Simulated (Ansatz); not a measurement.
# C2H8SSi: taking an electron away

How much energy removes an electron from C2H8SSi at fixed geometry? The cation is run at each level and the neutral's energy taken from earlier runs.

Method: unrestricted cation, the program's frozen cores in correlated methods; program: Ansatz 0.2.0, Gaussian basis.

Levels to be run: UKS PBE-D4/def2-TZVPP; UKS r2SCAN-D4/def2-TZVPP; UKS PBE0-D4/def2-TZVPP; UKS B3LYP-D4/def2-TZVPP; UKS wB97X-V/def2-TZVPP; UKS wB97M-V/def2-TZVPP; UKS B2PLYP/def2-TZVPP; UHF-CCSD(T)/def2-TZVPP; UHF-MP2/def2-QZVPP; extrapolation to the limit; then −ε(HOMO) from the neutral's earlier runs with LDA (SPW92), PBE-D4, revPBE-D4, BLYP-D4, r2SCAN-D4, B97M-V, PBE0-D4, B3LYP-D4, r2SCANh-D4, r2SCAN0-D4, HSE06-D4, BHLYP-D4, CAM-B3LYP-D4, LC-ωPBE, ωB97X-V, ωB97M-V.

**1. Structure used throughout**

All runs share one geometry, relaxed beforehand with PBE0-D4 in a triple-zeta def2 set.

SMILES `CCS[SiH3]`, 12 atoms, charge 0, spin multiplicity 1.

Atoms are counted from 1 here; the program's logs count them from 0.

Bond lengths: C1–C2 1.515 Å, C1–H5 1.092 Å, C1–H6 1.093 Å, C1–H7 1.092 Å, C2–S3 1.827 Å, C2–H8 1.092 Å, C2–H9 1.092 Å, S3–Si4 2.123 Å, Si4–H10 1.483 Å, Si4–H11 1.488 Å, Si4–H12 1.488 Å. Angles: C2–C1–H5 111.1°, C2–C1–H6 110.1°, C2–C1–H7 111.1°, H5–C1–H6 108.2°, H5–C1–H7 108.1°, H6–C1–H7 108.2°, C1–C2–S3 109.6°, C1–C2–H8 110.7°, C1–C2–H9 110.7°, S3–C2–H8 108.7°, S3–C2–H9 108.7°, H8–C2–H9 108.3°, C2–S3–Si4 99.3°, S3–Si4–H10 106.5°, S3–Si4–H11 111.2°, S3–Si4–H12 111.2°, H10–Si4–H11 110.0°, H10–Si4–H12 110.0° and more.

**2. Cation, UKS PBE-D4/def2-TZVPP**

The input, in.yaml:

```yaml
crystal:
  periodic: [false, false, false]
  atoms:
    - {symbol: C, position_ang: [-0.254772, 1.973428, 0.687789]}
    - {symbol: C, position_ang: [-0.239589, 0.471506, 0.490628]}
    - {symbol: S, position_ang: [0.616632, 0.066815, -1.072300]}
    - {symbol: Si, position_ang: [0.452376, -2.049204, -1.015178]}
    - {symbol: H, position_ang: [0.760003, 2.373048, 0.738621]}
    - {symbol: H, position_ang: [-0.767682, 2.224802, 1.619443]}
    - {symbol: H, position_ang: [-0.774738, 2.471639, -0.132874]}
    - {symbol: H, position_ang: [-1.257000, 0.077196, 0.444626]}
    - {symbol: H, position_ang: [0.281994, -0.021376, 1.313862]}
    - {symbol: H, position_ang: [1.108418, -2.555968, -2.245107]}
    - {symbol: H, position_ang: [1.123952, -2.609888, 0.188794]}
    - {symbol: H, position_ang: [-0.972693, -2.476997, -0.984306]}
basis:
  gaussian: {orbitals: def2-TZVPP}
total_charge: 1
magnetization: {spin_polarized: true, initial_magnetization: 1}
hamiltonian: {xc: pbe, dispersion: d4}
```

Started as:

```console
$ ansatz run in.yaml --threads 2 --pin off --events-out ev --progress --plain --max-ram 32768MiB --backend cpu
```

The runs that follow: Cation, UKS r2SCAN-D4/def2-TZVPP; Cation, UKS PBE0-D4/def2-TZVPP; Cation, UKS B3LYP-D4/def2-TZVPP; Cation, UKS wB97X-V/def2-TZVPP; Cation, UKS wB97M-V/def2-TZVPP; Cation, UKS B2PLYP (frozen core)/def2-TZVPP; Cation, UHF-CCSD(T)/def2-TZVPP; Cation, UHF-MP2/def2-QZVPP.

Before running them: what should the planned runs give, taken together? Wanted: ionisation energy, CCSD(T)/CBS; nearest functional by difference; nearest −ε(HOMO); −ε(HOMO) of PBE; T1 of the cation.

**Answer**, as computed:

```
                        quantity               value
  ionisation energy, CCSD(T)/CBS             9.24 eV
nearest functional by difference  ωB97X-V (-0.15 eV)
                nearest −ε(HOMO)  ωB97X-V (+0.01 eV)
                 −ε(HOMO) of PBE             5.70 eV
                T1 of the cation               0.016
```

In words: Energy differences with functionals land within 0.38 eV of the reference. The PBE orbital energy is 3.5 eV too small: a semilocal HOMO is no ionisation energy. Among orbital estimates ωB97X-V comes nearest. Hartree-Fock falls 1.21 eV short, as the neutral has more correlation energy than the cation.
